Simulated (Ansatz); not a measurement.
# Ca3GeN: the cost of one run

Program: Ansatz 0.2.0. Level of theory: DFT PBEsol, scalar-relativistic, plane waves, PAW. These are calculated values, not measurements.

2 further runs of the same task are left out: 2 that didn't finish.

### 1 The structure to begin with

It takes space group Pm-3m (No. 221, cubic). Conventional cell: a = 4.817 Å, b = 4.817 Å, c = 4.817 Å, α = 90.00°, β = 90.00°, γ = 90.00°. Ca (site symmetry 4/mmm) has 2 N at 2.41 Å as nearest neighbours. Around Ge (site symmetry m-3m) lie 12 Ca at 3.41 Å. Around N (site symmetry m-3m) lie 6 Ca at 2.41 Å.

Structure file:

```
Ca Ge N
1.0
     4.81737    0.00000    0.00000
     0.00000    4.81737    0.00000
     0.00000    0.00000    4.81737
Ca Ge N
3 1 1
Direct
  0.00000 0.50000 0.50000
  0.50000 0.00000 0.50000
  0.50000 0.50000 0.00000
  0.00000 0.00000 0.00000
  0.50000 0.50000 0.50000
```

It is the result of an earlier relaxation at this level (volume 22.36 Å³/atom; gap on the mesh: none (metal)).

### 2 Relaxing with PBEsol

The input, input.yaml:

```yaml
crystal:
  lattice:
    - [4.8173675262, 0.0, 0.0]
    - [0.0, 4.8173675262, 0.0]
    - [0.0, 0.0, 4.8173675262]
  atoms:
    - { symbol: Ca, position: [0.0, 0.5, 0.5] }
    - { symbol: Ca, position: [0.5, 0.0, 0.5] }
    - { symbol: Ca, position: [0.5, 0.5, 0.0] }
    - { symbol: Ge, position: [0.0, 0.0, 0.0] }
    - { symbol: "N", position: [0.5, 0.5, 0.5] }
basis:
  ecutwfc: 420
kpoints:
  mp_grid: { grid: [8, 8, 8] }
hamiltonian:
  xc: pbesol
scf:
  occupations: { method: gaussian, width: 0.1 }
output:
  forces: true
  stress: true
  eigenvalues: true
relax:
  adjacent_minimum: "off"
  f_tol: 0.005
  max_steps: 50
  cell: { stress_tol: 0.05 }
```

Started as:

```
$ ansatz run input.yaml --threads 1 --pin off --max-ram 2560MiB --backend cpu --events-out ev --progress --plain --runs-dir out
```

What time and memory should one allow on 1 thread of an Arm CPU, shared host?

About 41 s, with a peak of 0.41 GiB.
